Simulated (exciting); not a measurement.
Here is an exciting (release sodium) calculation.

Contents of input.xml:

```xml
<input>
  <title>MoSe</title>
  <structure speciespath="./" tshift="false">
    <crystal scale="1">
      <basevect>6.614475298411 0.000000000000 0.000000000000</basevect>
      <basevect>0.000000000000 6.614475298411 0.000000000000</basevect>
      <basevect>0.000000000000 0.000000000000 6.614475298411</basevect>
    </crystal>
    <species speciesfile="Mo.xml" rmt="2.3">
      <atom coord="0.000000000000 0.000000000000 0.000000000000"/>
    </species>
    <species speciesfile="Se.xml" rmt="2">
      <atom coord="0.500000000000 0.500000000000 0.500000000000"/>
    </species>
  </structure>
  <groundstate do="fromscratch" ngridk="5 5 5" rgkmax="8" gmaxvr="14" lmaxapw="10" lmaxmat="10" lmaxvr="8" xctype="LDA_PW" stype="Gaussian" swidth="0.00183747" nempty="14" ValenceRelativity="iora*" epsengy="1e-05" epspot="1e-05" maxscl="60" tforce="true" outputlevel="high"/>
  <properties>
    <chargedensityplot>
      <plot3d>
        <box grid="18 18 18">
          <origin coord="0 0 0"/>
          <point coord="1 0 0"/>
          <point coord="0 1 0"/>
          <point coord="0 0 1"/>
        </box>
      </plot3d>
    </chargedensityplot>
    <elfplot>
      <plot3d>
        <box grid="18 18 18">
          <origin coord="0 0 0"/>
          <point coord="1 0 0"/>
          <point coord="0 1 0"/>
          <point coord="0 0 1"/>
        </box>
      </plot3d>
    </elfplot>
    <exccplot>
      <plot3d>
        <box grid="18 18 18">
          <origin coord="0 0 0"/>
          <point coord="1 0 0"/>
          <point coord="0 1 0"/>
          <point coord="0 0 1"/>
        </box>
      </plot3d>
    </exccplot>
  </properties>
</input>
```

Potentials or basis: all-electron LAPW+lo, shipped species files, valence relativity iora*.

Launch:

```console
$ OMP_NUM_THREADS=1 exciting_smp
```

(1) Predict the band gap on the k mesh.

Results:

(1) none (metal or under the smearing width).
